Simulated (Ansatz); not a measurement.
# AsHF₂ (singlet): wave-function methods side by side, cc-pVDZ

The task here is to estimate one member of a computed series from the others.

Program: Ansatz 0.2.0, Gaussian basis. Level of theory: cc-pVDZ, core rule «outside noble gas», up to 16 orbitals frozen. These are calculated values, not measurements.

To be run: UHF; CCSD(T) on RHF; CCSD(T) on UHF; BCCD(T) on RHF; CISD; CCSDT(Q) on RHF; CCSDT(Q) on UHF.

14 further runs of the same task are left out: 8 for a known fault of the program, 6 set aside as unsound or not needed. Runs told in other sessions of the task aren't counted.

### The system

The geometry is a PBE0/def2-TZVP stationary point (not a proven minimum) of the parent state, kept for this charge and spin. No spin-orbit coupling is included. The filled d shell of As may be among the frozen orbitals whatever the setting's name suggests.

4 atoms, charge 0, spin multiplicity 1.

Atoms are counted from 1 here; the program's logs count them from 0.

Bond lengths: As1–F2 1.793 Å, As1–F3 1.793 Å, As1–H4 1.510 Å. Angles: F2–As1–F3 161.7°, F2–As1–H4 99.2°, F3–As1–H4 99.2°.

Set-up of the first run:

The input, in.yaml:

```yaml
crystal:
  periodic: [false, false, false]
  atoms:
    - {symbol: As, position_ang: [0.000000, -0.081970, 0.000000]}
    - {symbol: F, position_ang: [0.000000, 0.203857, -1.769710]}
    - {symbol: F, position_ang: [0.000000, 0.203857, 1.769710]}
    - {symbol: H, position_ang: [0.000000, -1.591993, 0.000000]}
basis:
  gaussian: {orbitals: cc-pVDZ}
magnetization: {spin_polarized: true, initial_magnetization: 0}
hamiltonian: {xc: hf}
output: {orbitals: {seedname: orbitals}}
```

The run is started by

```
> ansatz run in.yaml --threads 1 --pin off --events-out ev --progress --plain --max-ram 4096MiB --backend cpu
```

Steps of the session up to this table: UHF; CCSD(T) on RHF; CCSD(T) on UHF; BCCD(T) on RHF; CISD; CCSDT(Q) on RHF; CCSDT(Q) on UHF.

One table of the session follows, with a row left open; its other results are not shown here.

```
   method  from RCCSDT(Q) (meV)
      RHF              +14574.7
      UHF              +13876.0
     RMP2                +920.5
     UMP2                +858.4
    RCCSD                +497.6
    UCCSD                +431.6
 RCCSD(T)                +101.1
 UCCSD(T)                +121.3
  BCCD(T)                 +85.6
   RCCSDT                 +58.5
   UCCSDT                 +67.9
RCCSDT(Q)                     0
UCCSDT(Q)                     ?
```

**Question.** Estimate the row for UCCSDT(Q).

The run gave: from RCCSDT(Q) (meV): +14.2. In the column «from RCCSDT(Q) (meV)» it lies between RCCSDT(Q) (0) and RCCSDT (+58.5).

Not comparable, so not listed: CISD (they don't share determinant, frozen orbitals or solution with the rows shown, or repeat one).

Caveats from the session: The determinant of HF (⟨S²⟩ 0.83) is far from a pure spin state, so its energy mixes those of several spin states; that is harmless only where they are near-degenerate. The determinant of CCSD(T) (⟨S²⟩ 0.83) is far from a pure spin state, so its energy mixes those of several spin states; high orders of coupled cluster remove much of that, low ones don't. The determinant of CCSDT(Q) (⟨S²⟩ 0.83) is far from a pure spin state, so its energy mixes those of several spin states; high orders of coupled cluster remove much of that, low ones don't. Restricted and unrestricted rows rest on different reference determinants; a gap between their highest levels can come from leftover correlation error, from unlike frozen cores or from another state.
